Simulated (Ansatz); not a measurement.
**Sn14H20 off sphere (Sn₁₄H₁₈Cl₂): one molecule under many settings**

How do the results and run time of Sn14H20 off sphere (Sn₁₄H₁₈Cl₂) respond when the settings are drawn wide?

Computed with Ansatz 0.2.0, Gaussian basis. Level: the settings change from run to run.

1 further run of the same task is left out (for a known fault of the program). Runs told in other sessions of the task aren't counted.

### 1 The molecule

The geometry comes from an earlier relaxation with r2SCAN-D4/def2-SVP; it is a stationary point, not always the lowest conformer. Sn takes a core potential in def2 sets; no spin-orbit term is included.

34 atoms, charge 0, spin multiplicity 1.

Atoms are counted from 1 here; the program's logs count them from 0.

Bond lengths: Sn1–Sn9 2.808 Å, Sn1–Sn10 2.805 Å, Sn1–H17 1.719 Å, Sn1–H18 1.719 Å, Sn2–Sn8 2.805 Å, Sn2–Sn11 2.805 Å, Sn2–Sn12 2.805 Å, Sn2–Cl15 2.402 Å, Sn3–Sn9 2.807 Å, Sn3–Sn11 2.808 Å, Sn3–Sn13 2.807 Å, Sn3–H19 1.727 Å, Sn4–Sn8 2.808 Å, Sn4–Sn9 2.807 Å, Sn4–Sn14 2.807 Å, Sn4–H20 1.727 Å, Sn5–Sn10 2.805 Å, Sn5–Sn14 2.808 Å and more. Angles: Sn9–Sn1–Sn10 107.1°, Sn9–Sn1–H17 110.5°, Sn9–Sn1–H18 110.5°, Sn10–Sn1–H17 110.3°, Sn10–Sn1–H18 110.2°, H17–Sn1–H18 108.3°, Sn8–Sn2–Sn11 111.3°, Sn8–Sn2–Sn12 111.2°, Sn8–Sn2–Cl15 107.6°, Sn11–Sn2–Sn12 111.3°, Sn11–Sn2–Cl15 107.7°, Sn12–Sn2–Cl15 107.6°, Sn9–Sn3–Sn11 110.4°, Sn9–Sn3–Sn13 109.0°, Sn9–Sn3–H19 108.8°, Sn11–Sn3–Sn13 110.2°, Sn11–Sn3–H19 109.5°, Sn13–Sn3–H19 108.8° and more.

### 2 BHLYP/def2-SVP

Options: charge -1, multiplicity 2, density fitting with def2-universal-jkfit, D3(BJ) with three-body dispersion, the search for lower states set to off.

File in.yaml:

```yaml
crystal:
  periodic: [false, false, false]
  atoms:
    - {symbol: Sn, position_ang: [0.805579, -4.078540, 0.801220]}
    - {symbol: Sn, position_ang: [-2.385303, 2.389821, -2.389051]}
    - {symbol: Sn, position_ang: [0.795591, -0.804429, -2.433987]}
    - {symbol: Sn, position_ang: [-2.434814, -0.800955, 0.800521]}
    - {symbol: Sn, position_ang: [0.806467, -0.809382, 4.075615]}
    - {symbol: Sn, position_ang: [0.803999, 2.428231, 0.798684]}
    - {symbol: Sn, position_ang: [4.080473, -0.807430, 0.800261]}
    - {symbol: Sn, position_ang: [-4.078960, 0.810981, -0.806222]}
    - {symbol: Sn, position_ang: [-0.807345, -2.432587, -0.802654]}
    - {symbol: Sn, position_ang: [2.389495, -2.388800, 2.383001]}
    - {symbol: Sn, position_ang: [-0.805851, 0.808033, -4.082794]}
    - {symbol: Sn, position_ang: [-0.801918, 4.079362, -0.806582]}
    - {symbol: Sn, position_ang: [2.429595, 0.796979, -0.806943]}
    - {symbol: Sn, position_ang: [-0.800203, 0.799206, 2.428201]}
    - {symbol: Cl, position_ang: [-3.772522, 3.779737, -3.772602]}
    - {symbol: Cl, position_ang: [3.775936, -3.779725, 3.766337]}
    - {symbol: H, position_ang: [1.799827, -5.084181, -0.176157]}
    - {symbol: H, position_ang: [-0.165462, -5.086572, 1.799197]}
    - {symbol: H, position_ang: [1.800378, -1.812076, -3.412366]}
    - {symbol: H, position_ang: [-3.413937, -1.805768, 1.807300]}
    - {symbol: H, position_ang: [-0.167156, -1.808846, 5.079695]}
    - {symbol: H, position_ang: [1.801065, 0.163754, 5.085025]}
    - {symbol: H, position_ang: [1.812513, 3.403313, 1.805826]}
    - {symbol: H, position_ang: [5.088499, -1.802880, -0.173318]}
    - {symbol: H, position_ang: [5.085884, 0.169965, 1.794761]}
    - {symbol: H, position_ang: [-5.089298, -0.159943, -1.802007]}
    - {symbol: H, position_ang: [-5.082501, 1.810064, 0.168443]}
    - {symbol: H, position_ang: [-1.812923, -3.412477, -1.808010]}
    - {symbol: H, position_ang: [-1.802366, -0.161755, -5.093448]}
    - {symbol: H, position_ang: [0.172149, 1.804617, -5.085528]}
    - {symbol: H, position_ang: [0.172457, 5.087394, -1.801280]}
    - {symbol: H, position_ang: [-1.799374, 5.084705, 0.167847]}
    - {symbol: H, position_ang: [3.405960, 1.802282, -1.816018]}
    - {symbol: H, position_ang: [-1.803433, 1.806400, 3.408533]}
basis:
  gaussian: {orbitals: def2-SVP, fitting: {mean_field: def2-universal-jkfit}}
total_charge: -1
magnetization: {spin_polarized: true, initial_magnetization: 1}
hamiltonian: {xc: {name: BHLYP}, dispersion: d3bjatm}
scf: {lower_state_search: off}
output: {forces: true}
```

Launch:

```sh
$ ansatz run in.yaml --threads 2 --pin off --events-out ev --progress --plain --max-ram 32768MiB --backend cuda --devices 0, --max-vram 18GiB
```

The log of the run, shortened:

```text
Functional definition: BHLYP
  name "BHLYP"
  cite "Becke, J. Chem. Phys. 98, 1372 (1993) doi:10.1063/1.464304"
  cite "Becke, Phys. Rev. A 38, 3098 (1988) doi:10.1103/PhysRevA.38.3098"
  cite "Lee, Yang & Parr, Phys. Rev. B 37, 785 (1988) doi:10.1103/PhysRevB.37.785"
[...]
3632 factors; integrals over basis functions are off by at most 3.2e-1 eV
[...]
mean field -106953.61736049 eV, -3930.4729422323 hartree, gradient 2.9e-6 eV, S^2 0.758120; 0 other end points of the search recorded, 0 dependent functions left out
[...]
reference -106953.61781760 eV, -3930.4729590307 hartree; 181, 180 occupied and 309, 310 virtual orbitals, 3632 factors
Total energy: -106957.86262686 eV, -3930.6289528939 hartree
Atom 0 at     0.805579    -4.078540     0.801220 Å, force     0.076690     0.465890     0.076003 eV/Å
Atom 1 at    -2.385303     2.389821    -2.389051 Å, force     0.090994    -0.091234     0.091553 eV/Å
Atom 2 at     0.795591    -0.804429    -2.433987 Å, force    -0.028972     0.030759     0.241989 eV/Å
Atom 3 at    -2.434814    -0.800955     0.800521 Å, force     0.245281     0.032135    -0.032984 eV/Å
Atom 4 at     0.806467    -0.809382     4.075615 Å, force     0.077310    -0.074641    -0.465617 eV/Å
Atom 5 at     0.803999     2.428231     0.798684 Å, force    -0.030926    -0.244193    -0.030325 eV/Å
Atom 6 at     4.080473    -0.807430     0.800261 Å, force    -0.464913    -0.072603     0.073792 eV/Å
[...]
Atom 19 at    -3.413937    -1.805768     1.807300 Å, force     0.003747     0.082654    -0.081710 eV/Å
Atom 20 at    -0.167156    -1.808846     5.079695 Å, force    -0.029736     0.096613     0.077944 eV/Å
Atom 21 at     1.801065     0.163754     5.085025 Å, force    -0.096324     0.028542     0.077866 eV/Å
Atom 22 at     1.812513     3.403313     1.805826 Å, force    -0.082625    -0.003927    -0.082609 eV/Å
Atom 23 at     5.088499    -1.802880    -0.173318 Å, force     0.077040     0.095752    -0.028462 eV/Å
Atom 24 at     5.085884     0.169965     1.794761 Å, force     0.077460     0.027812    -0.095991 eV/Å
Atom 25 at    -5.089298    -0.159943    -1.802007 Å, force    -0.018993     0.094096    -0.014059 eV/Å
Atom 26 at    -5.082501     1.810064     0.168443 Å, force    -0.018762     0.013537    -0.094400 eV/Å
Atom 27 at    -1.812923    -3.412477    -1.808010 Å, force    -0.271967     0.050306    -0.271430 eV/Å
Atom 28 at    -1.802366    -0.161755    -5.093448 Å, force    -0.013437     0.094551    -0.018481 eV/Å
Atom 29 at     0.172149     1.804617    -5.085528 Å, force    -0.094450     0.013024    -0.018869 eV/Å
Atom 30 at     0.172457     5.087394    -1.801280 Å, force    -0.094384     0.018681    -0.013563 eV/Å
Atom 31 at    -1.799374     5.084705     0.167847 Å, force    -0.011687     0.019275    -0.093632 eV/Å
Atom 32 at     3.405960     1.802282    -1.816018 Å, force    -0.051088     0.270996    -0.270199 eV/Å
Atom 33 at    -1.803433     1.806400     3.408533 Å, force    -0.272085     0.273755    -0.050028 eV/Å
Dipole moment:    -0.679683     0.680788    -0.679997 e Å
Checks for a lower state left out: stability, starts, cluster_reference, orbital_swaps, neighbouring_geometries, increment
```

It took 14 s on 1 × H100 (card shared with other runs) with 2 threads of AMD EPYC 7R13, shared host; peak host memory 3.2 GiB.

Largest force 1.759 eV/Å, ⟨S²⟩ 0.758.

### 3 wPBEh/def2-SVP

Set apart from the defaults: density fitting with def2-universal-jkfit.

in.yaml: that of step 2 with these lines changed.

```diff
@@ -39,6 +39,4 @@
   gaussian: {orbitals: def2-SVP, fitting: {mean_field: def2-universal-jkfit}}
-total_charge: -1
-magnetization: {spin_polarized: true, initial_magnetization: 1}
-hamiltonian: {xc: {name: BHLYP}, dispersion: d3bjatm}
-scf: {lower_state_search: off}
+hamiltonian: {xc: {name: wPBEh}}
+scf: {omitted_lower_state_checks: [starts]}
 output: {forces: true}
```

Launched as before.

The log of the run, shortened:

```text
Functional definition: wPBEh
  name "wPBEh"
  cite "Heyd, Scuseria & Ernzerhof, J. Chem. Phys. 118, 8207 (2003) doi:10.1063/1.1564060"
  cite "Krukau, Vydrov, Izmaylov & Scuseria, J. Chem. Phys. 125, 224106 (2006) doi:10.1063/1.2404663"
  cite "Heyd & Scuseria, J. Chem. Phys. 120, 7274 (2004) doi:10.1063/1.1668634"
  cite "Ernzerhof & Perdew, J. Chem. Phys. 109, 3313 (1998) doi:10.1063/1.476928"
  cite "Perdew, Burke & Ernzerhof, Phys. Rev. Lett. 77, 3865 (1996) doi:10.1103/PhysRevLett.77.3865"
  parent pbe
[...]
3632 factors; integrals over basis functions are off by at most 3.2e-1 eV
3632 factors; integrals over basis functions are off by at most 1.8e-7 eV
[...]
mean field -106976.01262762 eV, -3931.2959531195 hartree, gradient 6.4e-5 eV, S^2 0.000000; 0 other end points of the search recorded, 0 dependent functions left out
[...]
Atom 25 at    -5.089298    -0.159943    -1.802007 Å, force    -0.004252    -0.009619    -0.009784 eV/Å
Atom 26 at    -5.082501     1.810064     0.168443 Å, force    -0.003891     0.009385     0.009312 eV/Å
Atom 27 at    -1.812923    -3.412477    -1.808010 Å, force    -0.002899    -0.004532    -0.001764 eV/Å
Atom 28 at    -1.802366    -0.161755    -5.093448 Å, force    -0.010091    -0.008964    -0.004097 eV/Å
Atom 29 at     0.172149     1.804617    -5.085528 Å, force     0.009037     0.009541    -0.004262 eV/Å
Atom 30 at     0.172457     5.087394    -1.801280 Å, force     0.009112     0.004060    -0.009968 eV/Å
Atom 31 at    -1.799374     5.084705     0.167847 Å, force    -0.008559     0.004851     0.009759 eV/Å
Atom 32 at     3.405960     1.802282    -1.816018 Å, force     0.005579     0.002854    -0.001848 eV/Å
Atom 33 at    -1.803433     1.806400     3.408533 Å, force    -0.003279     0.002915     0.005420 eV/Å
Dipole moment:    -0.000968     0.000158     0.000047 e Å
Checks for a lower state left out: starts
```

It took 12 s on 1 × H100 (card shared with other runs) with 2 threads of AMD EPYC 7R13, shared host; peak host memory 2.8 GiB.

Largest force 0.097 eV/Å, dipole 0.00 D.

### 4 HF/def2-SVP

This run has charge -1, multiplicity 2, atoms shaken by 0.03 Å, density fitting with def2-universal-jkfit, the search for lower states set to light.

File in.yaml:

```yaml
crystal:
  periodic: [false, false, false]
  atoms:
    - {symbol: Sn, position_ang: [0.840782, -4.093842, 0.736522]}
    - {symbol: Sn, position_ang: [-2.408199, 2.349867, -2.431879]}
    - {symbol: Sn, position_ang: [0.818106, -0.790179, -2.480058]}
    - {symbol: Sn, position_ang: [-2.417526, -0.777381, 0.797729]}
    - {symbol: Sn, position_ang: [0.815809, -0.868199, 4.081821]}
    - {symbol: Sn, position_ang: [0.750466, 2.428423, 0.835869]}
    - {symbol: Sn, position_ang: [4.056298, -0.810982, 0.803585]}
    - {symbol: Sn, position_ang: [-4.047385, 0.787022, -0.853467]}
    - {symbol: Sn, position_ang: [-0.797190, -2.475715, -0.809273]}
    - {symbol: Sn, position_ang: [2.391339, -2.421417, 2.355591]}
    - {symbol: Sn, position_ang: [-0.829613, 0.842005, -4.048415]}
    - {symbol: Sn, position_ang: [-0.722278, 4.069360, -0.789924]}
    - {symbol: Sn, position_ang: [2.434471, 0.835723, -0.804742]}
    - {symbol: Sn, position_ang: [-0.799449, 0.808685, 2.402589]}
    - {symbol: Cl, position_ang: [-3.745412, 3.834270, -3.741279]}
    - {symbol: Cl, position_ang: [3.791402, -3.778816, 3.759090]}
    - {symbol: H, position_ang: [1.801658, -5.087567, -0.165926]}
    - {symbol: H, position_ang: [-0.174213, -5.079293, 1.793137]}
    - {symbol: H, position_ang: [1.809534, -1.828156, -3.403018]}
    - {symbol: H, position_ang: [-3.429394, -1.779283, 1.800131]}
    - {symbol: H, position_ang: [-0.154391, -1.802821, 5.059412]}
    - {symbol: H, position_ang: [1.807570, 0.120264, 5.070961]}
    - {symbol: H, position_ang: [1.772433, 3.348534, 1.797066]}
    - {symbol: H, position_ang: [5.150694, -1.766201, -0.208629]}
    - {symbol: H, position_ang: [5.068986, 0.151563, 1.777087]}
    - {symbol: H, position_ang: [-5.094804, -0.207312, -1.764288]}
    - {symbol: H, position_ang: [-5.074876, 1.840452, 0.140806]}
    - {symbol: H, position_ang: [-1.827959, -3.461234, -1.767419]}
    - {symbol: H, position_ang: [-1.784741, -0.141753, -5.059719]}
    - {symbol: H, position_ang: [0.196447, 1.812959, -5.092754]}
    - {symbol: H, position_ang: [0.133510, 5.099008, -1.859106]}
    - {symbol: H, position_ang: [-1.782860, 5.065521, 0.156896]}
    - {symbol: H, position_ang: [3.411479, 1.778218, -1.835276]}
    - {symbol: H, position_ang: [-1.783094, 1.809123, 3.412778]}
basis:
  gaussian: {orbitals: def2-SVP, fitting: {mean_field: def2-universal-jkfit}}
total_charge: -1
magnetization: {spin_polarized: true, initial_magnetization: 1}
hamiltonian: {xc: {name: HF}}
scf: {lower_state_search: light}
```

The command is unchanged.

The log of the run, shortened:

```text
Functional definition: HF
  name "HF"
  cite "Fock, Z. Phys. 61, 126 (1930) doi:10.1007/BF01340294"
  parent pbe
[...]
3632 factors; integrals over basis functions are off by at most 3.4e-1 eV
[...]
mean field -106569.89372433 eV, -3916.3713587006 hartree, gradient 2.6e-5 eV, S^2 0.766391; 3 other end points of the search recorded, 0 dependent functions left out
reference -106569.89372433 eV, -3916.3713587006 hartree; 181, 180 occupied and 309, 310 virtual orbitals, 3632 factors
Total energy: -106569.89372433 eV, -3916.3713587006 hartree
```

Run time: 32 s. Hardware: 1 × H100 (card shared with other runs) with 2 threads of AMD EPYC 7R13, shared host; peak host memory 1.1 GiB.

⟨S²⟩ 0.766.

### 5 SVWN5/def2-SVP

This run has density fitting with def2-universal-jkfit, the search for lower states set to light.

File in.yaml:

```yaml
crystal:
  periodic: [false, false, false]
  atoms:
    - {symbol: Sn, position_ang: [0.805579, -4.078540, 0.801220]}
    - {symbol: Sn, position_ang: [-2.385303, 2.389821, -2.389051]}
    - {symbol: Sn, position_ang: [0.795591, -0.804429, -2.433987]}
    - {symbol: Sn, position_ang: [-2.434814, -0.800955, 0.800521]}
    - {symbol: Sn, position_ang: [0.806467, -0.809382, 4.075615]}
    - {symbol: Sn, position_ang: [0.803999, 2.428231, 0.798684]}
    - {symbol: Sn, position_ang: [4.080473, -0.807430, 0.800261]}
    - {symbol: Sn, position_ang: [-4.078960, 0.810981, -0.806222]}
    - {symbol: Sn, position_ang: [-0.807345, -2.432587, -0.802654]}
    - {symbol: Sn, position_ang: [2.389495, -2.388800, 2.383001]}
    - {symbol: Sn, position_ang: [-0.805851, 0.808033, -4.082794]}
    - {symbol: Sn, position_ang: [-0.801918, 4.079362, -0.806582]}
    - {symbol: Sn, position_ang: [2.429595, 0.796979, -0.806943]}
    - {symbol: Sn, position_ang: [-0.800203, 0.799206, 2.428201]}
    - {symbol: Cl, position_ang: [-3.772522, 3.779737, -3.772602]}
    - {symbol: Cl, position_ang: [3.775936, -3.779725, 3.766337]}
    - {symbol: H, position_ang: [1.799827, -5.084181, -0.176157]}
    - {symbol: H, position_ang: [-0.165462, -5.086572, 1.799197]}
    - {symbol: H, position_ang: [1.800378, -1.812076, -3.412366]}
    - {symbol: H, position_ang: [-3.413937, -1.805768, 1.807300]}
    - {symbol: H, position_ang: [-0.167156, -1.808846, 5.079695]}
    - {symbol: H, position_ang: [1.801065, 0.163754, 5.085025]}
    - {symbol: H, position_ang: [1.812513, 3.403313, 1.805826]}
    - {symbol: H, position_ang: [5.088499, -1.802880, -0.173318]}
    - {symbol: H, position_ang: [5.085884, 0.169965, 1.794761]}
    - {symbol: H, position_ang: [-5.089298, -0.159943, -1.802007]}
    - {symbol: H, position_ang: [-5.082501, 1.810064, 0.168443]}
    - {symbol: H, position_ang: [-1.812923, -3.412477, -1.808010]}
    - {symbol: H, position_ang: [-1.802366, -0.161755, -5.093448]}
    - {symbol: H, position_ang: [0.172149, 1.804617, -5.085528]}
    - {symbol: H, position_ang: [0.172457, 5.087394, -1.801280]}
    - {symbol: H, position_ang: [-1.799374, 5.084705, 0.167847]}
    - {symbol: H, position_ang: [3.405960, 1.802282, -1.816018]}
    - {symbol: H, position_ang: [-1.803433, 1.806400, 3.408533]}
basis:
  gaussian: {orbitals: def2-SVP, fitting: {mean_field: def2-universal-jkfit}}
hamiltonian: {xc: {name: SVWN5}}
scf: {lower_state_search: light}
```

Same command.

The log of the run:

```text
Functional definition: SVWN5
  name "SVWN5"
  cite "Dirac, Proc. Camb. Phil. Soc. 26, 376 (1930) doi:10.1017/S0305004100016108"
  cite "Slater, Phys. Rev. 81, 385 (1951) doi:10.1103/PhysRev.81.385"
  cite "Vosko, Wilk & Nusair, Can. J. Phys. 58, 1200 (1980) doi:10.1139/p80-159"
  exchange = slater_x
  correlation = vwn5_c
3632 factors; integrals over basis functions are off by at most 3.2e-1 eV
mean field evaluation 1: about -106768.5727 eV, gradient 3.8e1 eV
mean field evaluation 2: about -106765.7919 eV, gradient 4.7e1 eV
mean field evaluation 4: about -106772.5111 eV, gradient 4.5e0 eV
mean field evaluation 8: about -106772.5762 eV, gradient 4.1e-1 eV
mean field evaluation 16: about -106772.5768 eV, gradient 4.4e-5 eV
mean field -106772.57678822 eV, -3923.8198239150 hartree, gradient 4.4e-5 eV, S^2 0.000000; 0 other end points of the search recorded, 0 dependent functions left out
reference -106772.57688964 eV, -3923.8198276423 hartree; 180, 180 occupied and 310, 310 virtual orbitals, 3632 factors
Total energy: -106772.57688964 eV, -3923.8198276423 hartree
```

It took 3.7 s on 1 × H100 (card shared with other runs) with 2 threads of AMD EPYC 7R13, shared host; peak host memory 1.1 GiB.

### 6 All runs side by side

```
         level  charge  multiplicity  geometry  functions  energy (eV)   time
BHLYP/def2-SVP      -1             2   relaxed        490  -106957.863   14 s
wPBEh/def2-SVP       0             1   relaxed        490  -106976.013   12 s
   HF/def2-SVP      -1             2    shaken        490  -106569.894   32 s
SVWN5/def2-SVP       0             1   relaxed        490  -106772.577  3.7 s
```

### 7 Outcome

| quantity | value |
| --- | --- |
| runs | 4 |
| quickest | SVWN5/def2-SVP, 3.7 s |
| slowest | HF/def2-SVP, 32 s |
| spread of total energies, same state and geometry | 203.4 eV |

What this shows: Run time spans a factor of 9, from SVWN5/def2-SVP to HF/def2-SVP. The jobs differ in tasks and options as well as level. The totals spread over 203 eV; they can't be compared across methods or bases. At the r2SCAN-D4/def2-SVP geometry and in the same state, the sound runs without point charges leave forces up to 0.10 eV/Å (wPBEh/def2-SVP).
